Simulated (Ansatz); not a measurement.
# C₃H₁₀Sn: how energies converge with the basis set

One table from this session's results is given with a row withheld; the runs are named, their logs left out.

Program: Ansatz 0.2.0, Gaussian basis. Level of theory: one geometry, several basis sets. These are calculated values, not measurements.

The runs, in order: PBE0-D4/def2-SVP; ωB97M-V/def2-SVP; PBE0-D4/def2-QZVPP; ωB97M-V/def2-QZVPP; the functionals' def2-TZVPP values are taken from earlier runs.

1 further run of the same task is left out (for a known fault of the program).

### Structure used throughout

The geometry comes from an earlier relaxation with PBE0-D4 in a triple-zeta def2 set; it is a stationary point, not always the lowest conformer. Sn takes the def2 core potential; no spin-orbit term is included.

SMILES `C[CH](C)[SnH3]`, 14 atoms, charge 0, spin multiplicity 1.

Atoms are counted from 1 here; the program's logs count them from 0.

Bond lengths: C1–C2 1.521 Å, C1–H5 1.093 Å, C1–H6 1.097 Å, C1–H7 1.095 Å, C2–C3 1.521 Å, C2–Sn4 2.162 Å, C2–H8 1.095 Å, C3–H9 1.096 Å, C3–H10 1.095 Å, C3–H11 1.093 Å, Sn4–H12 1.713 Å, Sn4–H13 1.712 Å, Sn4–H14 1.712 Å. Angles: C2–C1–H5 112.3°, C2–C1–H6 110.7°, C2–C1–H7 111.5°, H5–C1–H6 107.5°, H5–C1–H7 107.6°, H6–C1–H7 107.0°, C1–C2–C3 111.8°, C1–C2–Sn4 110.8°, C1–C2–H8 109.0°, C3–C2–Sn4 110.8°, C3–C2–H8 109.0°, Sn4–C2–H8 105.2°, C2–C3–H9 110.7°, C2–C3–H10 111.5°, C2–C3–H11 112.3°, H9–C3–H10 107.0°, H9–C3–H11 107.5°, H10–C3–H11 107.6° and more.

Coordinates:

```xyz
14
charge 0, multiplicity 1
C    -0.7584    0.8689   -1.0594
C     0.3524    0.3359   -0.1671
C     0.2849    0.9249    1.2340
Sn    0.3076   -1.8249   -0.0936
H    -0.6910    0.4845   -2.0803
H    -0.7184    1.9632   -1.1157
H    -1.7465    0.6040   -0.6702
H     1.3202    0.5874   -0.6135
H     0.3337    2.0197    1.1965
H    -0.6529    0.6628    1.7337
H     1.1055    0.5809    1.8687
H    -1.1741   -2.3275    0.6027
H     1.5958   -2.4236    0.8610
H     0.4283   -2.4853   -1.6680
```

The first run:

in.yaml reads:

```yaml
crystal:
  periodic: [false, false, false]
  atoms:
    - {symbol: C, position_ang: [-0.758415, 0.868905, -1.059417]}
    - {symbol: C, position_ang: [0.352424, 0.335856, -0.167074]}
    - {symbol: C, position_ang: [0.284950, 0.924920, 1.233950]}
    - {symbol: Sn, position_ang: [0.307577, -1.824860, -0.093626]}
    - {symbol: H, position_ang: [-0.690977, 0.484548, -2.080279]}
    - {symbol: H, position_ang: [-0.718394, 1.963229, -1.115724]}
    - {symbol: H, position_ang: [-1.746498, 0.603984, -0.670211]}
    - {symbol: H, position_ang: [1.320161, 0.587355, -0.613485]}
    - {symbol: H, position_ang: [0.333709, 2.019693, 1.196490]}
    - {symbol: H, position_ang: [-0.652869, 0.662778, 1.733685]}
    - {symbol: H, position_ang: [1.105463, 0.580941, 1.868694]}
    - {symbol: H, position_ang: [-1.174116, -2.327489, 0.602653]}
    - {symbol: H, position_ang: [1.595790, -2.423586, 0.861023]}
    - {symbol: H, position_ang: [0.428293, -2.485275, -1.667980]}
basis:
  gaussian: {orbitals: def2-SVP}
hamiltonian: {xc: pbe0, dispersion: d4}
output: {orbitals: {seedname: orbitals}}
```

Run with:

```sh
ansatz run in.yaml --threads 4 --pin off --events-out ev --progress --plain --max-ram 10444MiB
```

Among the steps run: PBE0-D4 in def2-SVP; ωB97M-V in def2-SVP; PBE0-D4 in def2-QZVPP; ωB97M-V in def2-QZVPP.

One table of the session follows, with a row left open; its other results are not shown here.

It belongs to the step «Density functionals: the series». 

```
functional       basis  HOMO (eV)  LUMO (eV)
   PBE0-D4    def2-SVP      -7.45       0.76
   PBE0-D4  def2-TZVPP          ?          ?
   PBE0-D4  def2-QZVPP      -7.46       0.22
   ωB97M-V    def2-SVP      -9.56       2.41
   ωB97M-V  def2-TZVPP      -9.59       1.69
   ωB97M-V  def2-QZVPP      -9.59       1.33
```

**Question.** Estimate the row for PBE0-D4, def2-TZVPP.

The run gave: HOMO (eV): -7.46; LUMO (eV): 0.36.
